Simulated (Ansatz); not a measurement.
# CH₅ClFNSi: basis-set convergence

An exercise on one series of results from a longer session: the logs are not shown, and one member is left open.

Method: one geometry, several basis sets; program: Ansatz 0.2.0, Gaussian basis.

Plan: PBE0-D4/def2-SVP; ωB97M-V/def2-SVP; PBE0-D4/def2-QZVPP; ωB97M-V/def2-QZVPP; the functionals' def2-TZVPP values are taken from earlier runs.

### The relaxed structure

An earlier PBE0-D4 in a triple-zeta def2 set relaxation fixed the geometry.

SMILES `C[Si](N)(F)Cl`, 10 atoms, charge 0, spin multiplicity 1.

Atoms are counted from 1 here; the program's logs count them from 0.

Bond lengths: C1–Si2 1.843 Å, C1–H6 1.091 Å, C1–H7 1.092 Å, C1–H8 1.094 Å, Si2–N3 1.692 Å, Si2–F4 1.599 Å, Si2–Cl5 2.049 Å, N3–H9 1.006 Å, N3–H10 1.007 Å. Angles: Si2–C1–H6 110.7°, Si2–C1–H7 110.5°, Si2–C1–H8 110.4°, H6–C1–H7 108.8°, H6–C1–H8 108.5°, H7–C1–H8 107.9°, C1–Si2–N3 112.2°, C1–Si2–F4 107.3°, C1–Si2–Cl5 112.2°, N3–Si2–F4 113.4°, N3–Si2–Cl5 106.7°, F4–Si2–Cl5 105.0°, Si2–N3–H9 121.3°, Si2–N3–H10 121.4°, H9–N3–H10 112.1°.

The first run:

Contents of in.yaml:

```yaml
crystal:
  periodic: [false, false, false]
  atoms:
    - {symbol: C, position_ang: [-1.358661, 0.294901, 0.230158]}
    - {symbol: Si, position_ang: [0.483724, 0.279052, 0.244647]}
    - {symbol: N, position_ang: [1.119225, -0.939581, -0.741906]}
    - {symbol: F, position_ang: [0.945565, 0.164066, 1.770842]}
    - {symbol: Cl, position_ang: [1.279169, 2.046618, -0.418545]}
    - {symbol: H, position_ang: [-1.734765, 0.494271, -0.774423]}
    - {symbol: H, position_ang: [-1.739019, 1.062778, 0.906341]}
    - {symbol: H, position_ang: [-1.751183, -0.670317, 0.562118]}
    - {symbol: H, position_ang: [2.067243, -0.899566, -1.077235]}
    - {symbol: H, position_ang: [0.771801, -1.883422, -0.699098]}
basis:
  gaussian: {orbitals: def2-SVP}
hamiltonian: {xc: pbe0, dispersion: d4}
output: {orbitals: {seedname: orbitals}}
```

Steps of the session up to this table: PBE0-D4 in def2-SVP; ωB97M-V in def2-SVP; PBE0-D4 in def2-QZVPP; ωB97M-V in def2-QZVPP.

One table of the session follows, with a row left open; its other results are not shown here.

It belongs to the step «Functionals by basis». 

```
functional       basis  HOMO (eV)  LUMO (eV)
   PBE0-D4    def2-SVP      -7.90       1.36
   PBE0-D4  def2-TZVPP      -8.12       0.70
   PBE0-D4  def2-QZVPP      -8.17       0.26
   ωB97M-V    def2-SVP          ?          ?
   ωB97M-V  def2-TZVPP     -10.53       2.09
   ωB97M-V  def2-QZVPP     -10.58       1.41
```

**Question.** Estimate the row for ωB97M-V, def2-SVP.

**Answer.** HOMO (eV): -10.30; LUMO (eV): 2.97. In the column «HOMO (eV)» it lies between ωB97M-V, def2-TZVPP (-10.53) and PBE0-D4, def2-QZVPP (-8.17).
